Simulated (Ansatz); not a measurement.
PbBrF, space group P4/nmm, densities of the highest filled and lowest empty bands

Program: the Ansatz DFT code, driven from Python.

Contents of `pbbrf.extxyz`:
```text
6
Lattice="4.18 0.0 0.0 0.0 4.18 0.0 0.0 0.0 7.59" Properties=species:S:1:pos:R:3 pbc="T T T"
Pb    0.00000000    2.09000000    1.48005000
Pb    2.09000000    0.00000000    6.10995000
Br    0.00000000    2.09000000    4.93350000
Br    2.09000000    0.00000000    2.65650000
F     2.09000000    2.09000000    0.00000000
F     0.00000000    0.00000000    0.00000000
```

Notebook, run cell by cell (the value of a cell's last expression is shown):

In [1]:
```python
import itertools
import warnings

import ansatz as az
import numpy as np

warnings.simplefilter("ignore", az.DeckWarning)

structure = az.Crystal.from_extxyz("pbbrf.extxyz")
```

In [2]:
```python
calculation = (
    structure.calculation()
    .functional("r2scan")
    .kpoints(spacing=0.44)
    .occupations("fixed")
    .band_densities([("v2", "v1"), ("c1", "c2")])
)
done = calculation.run(threads=1)
r = done.report
```

In [3]:
```python
r["n_electrons"]
```
Out [3]:
```text
56.0
```

In [4]:
```python
r["converged"], r["free_energy_ev"]
```
Out [4]:
```text
(True, -31052.284516502703)
```

In [5]:
```python
r["kweights"]
```
Out [5]:
```text
[0.03125, 0.03125, 0.125, 0.125, 0.0625, 0.0625, 0.125, 0.125, 0.125, 0.125, 0.03125, 0.03125]
```

In [6]:
```python
cell = np.asarray(done.lattice.cell_ang)
for names, window in zip([("v2", "v1"), ("c1", "c2")], done.band_densities().windows):
    density = window.outcome.density
    rho = density.channels[0].density_e_per_ang3
    axes = density.fft_grid_basis @ cell
    points = np.stack(np.meshgrid(*(np.arange(n) / n for n in rho.shape), indexing="ij"), axis=-1)
    print("bands", names, "electrons", np.round(window.outcome.n_electrons, 3), "peak", round(float(rho.max()), 3), "e/A^3")
    for index, site in enumerate(done.lattice.sites):
        offset = points - np.asarray(site.position_ang) @ np.linalg.inv(axes)
        offset -= np.round(offset)
        distance = np.min([np.linalg.norm((offset + image) @ axes, axis=-1) for image in itertools.product((-1, 0, 1), repeat=3)], axis=0)
        print(f"   {index} {site.symbol:2s} {100 * rho[distance < 1.0].sum() / rho.sum():5.1f} % within 1.0 A")
```
```text
bands ('v2', 'v1') electrons [4.] peak 0.319 e/A^3
   0 Pb   2.6 % within 1.0 A
   1 Pb   2.6 % within 1.0 A
   2 Br  19.9 % within 1.0 A
   3 Br  19.9 % within 1.0 A
   4 F    3.0 % within 1.0 A
   5 F    3.0 % within 1.0 A
bands ('c1', 'c2') electrons [4.] peak 0.408 e/A^3
   0 Pb   5.9 % within 1.0 A
   1 Pb   5.9 % within 1.0 A
   2 Br   3.8 % within 1.0 A
   3 Br   3.8 % within 1.0 A
   4 F    3.5 % within 1.0 A
   5 F    3.5 % within 1.0 A
```

Total energies depend on the potentials; only differences at equal settings carry meaning. A total without «per atom» is that of the cell as typed. Spin-orbit coupling, which matters for elements this heavy, is left out. The starting cell is as deposited in a crystallographic database; the results hold for this polymorph, which needn't be the stable one. The windows are summed over all k-points with every state counted as full, the empty ones too; where a window cuts a degenerate level its bands share the weight. Values near the nuclei depend on the potentials. Spheres that overlap count density twice, so shares are no populations. Hardware and time: 11 s on 1 thread of Arm Neoverse V1, on a shared host, peak memory 0.63 GiB.

(Lines on the test bed's own set-up are left out of the output.)
